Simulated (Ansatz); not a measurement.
# BClF2: ionisation energy by level of theory

One table from this session's results is given with a row withheld; the runs are named, their logs left out.

Program: Ansatz 0.2.0, Gaussian basis. Level of theory: unrestricted cation, the program's frozen cores in correlated methods. These are calculated values, not measurements.

Plan: UKS PBE-D4/def2-TZVPP; UKS r2SCAN-D4/def2-TZVPP; UKS PBE0-D4/def2-TZVPP; UKS B3LYP-D4/def2-TZVPP; UKS wB97X-V/def2-TZVPP; UKS wB97M-V/def2-TZVPP; UKS B2PLYP/def2-TZVPP; UHF-CCSD(T)/def2-TZVPP; UHF-CCSD(T)/def2-QZVPP; extrapolation to the limit; then −ε(HOMO) from the neutral's earlier runs with LDA (SPW92), PBE-D4, revPBE-D4, BLYP-D4, r2SCAN-D4, B97M-V, PBE0-D4, B3LYP-D4, r2SCANh-D4, r2SCAN0-D4, HSE06-D4, BHLYP-D4, CAM-B3LYP-D4, LC-ωPBE, ωB97X-V, ωB97M-V.

## The relaxed structure

The geometry comes from an earlier relaxation with PBE0-D4 in a triple-zeta def2 set; it is a stationary point.

SMILES `FB(F)Cl`, 4 atoms, charge 0, spin multiplicity 1.

Atoms are counted from 1 here; the program's logs count them from 0.

Bond lengths: F1–B2 1.310 Å, B2–F3 1.310 Å, B2–Cl4 1.740 Å. Angles: F1–B2–F3 119.0°, F1–B2–Cl4 120.5°, F3–B2–Cl4 120.5°.

The first run:

The input, in.yaml:

```yaml
crystal:
  periodic: [false, false, false]
  atoms:
    - {symbol: F, position_ang: [-0.173739, -1.254302, -0.546251]}
    - {symbol: B, position_ang: [-0.067061, -0.041341, -0.062036]}
    - {symbol: F, position_ang: [-1.011647, 0.830149, -0.317738]}
    - {symbol: Cl, position_ang: [1.307946, 0.405294, 0.905724]}
basis:
  gaussian: {orbitals: def2-TZVPP}
total_charge: 1
magnetization: {spin_polarized: true, initial_magnetization: 1}
hamiltonian: {xc: pbe, dispersion: d4}
```

Started as:

```console
ansatz run in.yaml --threads 2 --pin off --events-out ev --progress --plain --max-ram 32768MiB --backend cpu
```

Among the steps run: Cation, UKS PBE-D4/def2-TZVPP; Cation, UKS r2SCAN-D4/def2-TZVPP; Cation, UKS PBE0-D4/def2-TZVPP; Cation, UKS B3LYP-D4/def2-TZVPP; Cation, UKS wB97X-V/def2-TZVPP; Cation, UKS wB97M-V/def2-TZVPP; Cation, UKS B2PLYP (frozen core)/def2-TZVPP; Cation, UHF-CCSD(T)/def2-TZVPP; Cation, UHF-CCSD(T)/def2-QZVPP.

One of the session's tables, all rows but one given; the rest of the session is left out.

It belongs to the step «Ionisation energies side by side». Orbital estimates, from the neutral's runs:

| functional | −ε(HOMO) (eV) |
| --- | --- |
| LDA (SPW92) | 8.53 |
| PBE-D4 | 8.36 |
| revPBE-D4 | 8.29 |
| BLYP-D4 | 8.20 |
| r2SCAN-D4 | 8.75 |
| B97M-V | 8.85 |
| PBE0-D4 | 9.91 |
| B3LYP-D4 | 9.61 |
| r2SCANh-D4 | 9.32 |
| r2SCAN0-D4 | 10.17 |
| HSE06-D4 | 9.50 |
| BHLYP-D4 | 11.29 |
| CAM-B3LYP-D4 | ? |
| LC-ωPBE | 12.80 |
| ωB97X-V | 12.39 |
| ωB97M-V | 12.22 |

Q: Estimate the row for CAM-B3LYP-D4 from the others.

**Answer.** −ε(HOMO) (eV): 11.34. In the column «−ε(HOMO) (eV)» it lies between BHLYP-D4 (11.29) and ωB97M-V (12.22).
